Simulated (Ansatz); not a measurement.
# GdN: the cost of one run

Program: Ansatz 0.2.0. Level of theory: DFT HSE06, scalar-relativistic, plane waves, PAW. These are calculated values, not measurements.

### 1 The system as given

The structure is cubic, space group Fm-3m (No. 225). The conventional cell has a = 4.976 Å, b = 4.976 Å, c = 4.976 Å, α = 90.00°, β = 90.00°, γ = 90.00°. Around Gd (site symmetry m-3m) lie 6 N at 2.49 Å. N (site symmetry m-3m) has 6 Gd at 2.49 Å as nearest neighbours.

As a file:

```xyz
2
Lattice="0.0000 2.4879 2.4879 2.4879 0.0000 2.4879 2.4879 2.4879 0.0000" Properties=species:S:1:pos:R:3 pbc="T T T"
Gd    2.4879    2.4879    2.4879
N     0.0000    0.0000    0.0000
```

This cell comes from an earlier session at HSE06: 15.399 Å³/atom at 0.08 GPa, on a 8×8×8 mesh.

The changes: atom 2 (N) moved 0.2 Å along y; strain e3 = -0.01, atoms carried along.

### 2 Atom 2 (N) moved 0.2 Å along y

The input, input.yaml:

```yaml
crystal:
  lattice:
    - [0.0, 2.4878889835, 2.4878889835]
    - [2.4878889835, 0.0, 2.4878889835]
    - [2.4878889835, 2.4878889835, 0.0]
  atoms:
    - { symbol: Gd, position: [0.5, 0.5, 0.5], spin: 7.64 }
    - { symbol: "N", position: [0.0401947196, -0.0401947196, 0.0401947196] }
basis:
  ecutwfc: 420
  ecutrho_ratio: 4
kpoints:
  mp_grid: { grid: [8, 8, 8] }
hamiltonian:
  xc: hse06
scf:
  occupations: { method: gaussian, width: 0.05 }
output:
  forces: true
  stress: true
  eigenvalues: true
  populations: true
  write_density: true
  write_potential: true
  elf: true
  volumetric_format: npy
magnetization:
  spin_polarized: true
checkpoint:
  read: start.run
  write: ck
  compress: false
  write_wavefunctions: false
  write_every: 100000
```

start.run holds the converged state of the cell before the atoms were moved.

On the command line:

```bash
ansatz run input.yaml --threads 4 --pin off --max-ram 8192MiB --backend cpu --events-out ev --progress --plain --runs-dir out
```

Q: Estimate wall time and peak memory on 4 threads of Arm Neoverse V2, shared host.

About 63 s, with a peak of 2.1 GiB.
